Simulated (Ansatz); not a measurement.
**GeH3 (doublet): wave-function methods side by side at a displaced geometry (v1), cc-pVTZ**

Aim: climb from Hartree-Fock through coupled cluster and multireference methods for GeH3 (doublet) at one geometry and basis, and see what each rung misses.

Method: cc-pVTZ, core rule «outside noble gas», up to 14 orbitals frozen; program: Ansatz 0.2.0, Gaussian basis.

Plan: UHF; CCSD(T) on ROHF; CCSD(T) on UHF; BCCD(T) on ROHF; CCSDT(Q) on ROHF; CCSDT(Q) on UHF; CASSCF and MRCISD+Q, 7 electrons in 7 orbitals; CASSCF and NEVPT2, 7 electrons in 7 orbitals.

26 further runs of the same task are left out: 1 for a mislabelled method, 2 for a known fault of the program, 6 that didn't finish, 17 set aside as unsound or not needed.

## Step 1: The system

The geometry is a PBE0/def2-TZVP stationary point (not a proven minimum) with its atoms shifted at random (size 0.040 Å). No spin-orbit coupling is included. The filled d shell of Ge may be among the frozen orbitals whatever the setting's name suggests; the logs give the count.

4 atoms, charge 0, spin multiplicity 2.

Atoms are counted from 1 here; the program's logs count them from 0.

Bond lengths: Ge1–H2 1.535 Å, Ge1–H3 1.537 Å, Ge1–H4 1.575 Å. Angles: H2–Ge1–H3 110.7°, H2–Ge1–H4 112.7°, H3–Ge1–H4 113.5°.

Geometry (Å):

```xyz
4
charge 0, multiplicity 2
Ge    0.0002   -0.0001   -0.0175
H     1.4643    0.0006    0.4426
H    -0.7010    1.3042    0.3958
H    -0.7747   -1.2975    0.4261
```

## Step 2: UHF

in.yaml reads:

```yaml
crystal:
  periodic: [false, false, false]
  atoms:
    - {symbol: Ge, position_ang: [0.000158, -0.000101, -0.017546]}
    - {symbol: H, position_ang: [1.464297, 0.000648, 0.442604]}
    - {symbol: H, position_ang: [-0.701030, 1.304162, 0.395821]}
    - {symbol: H, position_ang: [-0.774672, -1.297524, 0.426057]}
basis:
  gaussian: {orbitals: cc-pVTZ}
magnetization: {spin_polarized: true, initial_magnetization: 1}
hamiltonian: {xc: hf}
output: {orbitals: {seedname: orbitals}}
```

Started as:

```console
ansatz run in.yaml --threads 1 --pin off --events-out ev --progress --plain --max-ram 2393MiB
```

Further steps of the session: CCSD(T) on ROHF; CCSD(T) on UHF; BCCD(T) on ROHF; CCSDT(Q) on ROHF; CCSDT(Q) on UHF; CASSCF and MRCISD+Q, 7 electrons in 7 orbitals; CASSCF and NEVPT2, 7 electrons in 7 orbitals.

Before running them: what should the planned runs give, taken together? Wanted: UCCSDT(Q) below the RHF energy; RMP2 from UCCSDT(Q); UMP2 from UCCSDT(Q); RCCSD from UCCSDT(Q); RCCSD(T) from UCCSDT(Q); UCCSD(T) from UCCSDT(Q); RCCSDT(Q) from UCCSDT(Q); NEVPT2 valence from UCCSDT(Q); MRCISD+Q valence from UCCSDT(Q).

As calculated:

| quantity | value |
| --- | --- |
| UCCSDT(Q) below the RHF energy | -3.8995 eV |
| RMP2 from UCCSDT(Q) | +797.0 meV |
| UMP2 from UCCSDT(Q) | +789.3 meV |
| RCCSD from UCCSDT(Q) | +116.4 meV |
| RCCSD(T) from UCCSDT(Q) | +26.1 meV |
| UCCSD(T) from UCCSDT(Q) | +21.2 meV |
| RCCSDT(Q) from UCCSDT(Q) | +5.0 meV |
| NEVPT2 valence from UCCSDT(Q) | +755.2 meV |
| MRCISD+Q valence from UCCSDT(Q) | +19.4 meV |
| levels within 1 kcal/mol (43 meV) | RCCSD(T), UCCSD(T), BCCD(T), RCCSDT, UCCSDT, RCCSDT(Q), MRCISD+Q valence |
| T1 diagnostic | 0.017 |
| effectively unpaired electrons | 1.02 |

**Reading.** RCCSD(T) lands +26.1 meV from the yardstick (0.7 % of the correlation energy). One determinant dominates. Of the multireference levels listed MRCISD+Q valence comes nearest in total energy (+19.4 meV), which doesn't show that its space is the better one. These misses are within one basis, not against nature; the frozen cores of restricted and unrestricted runs differ, which can shift their rows.
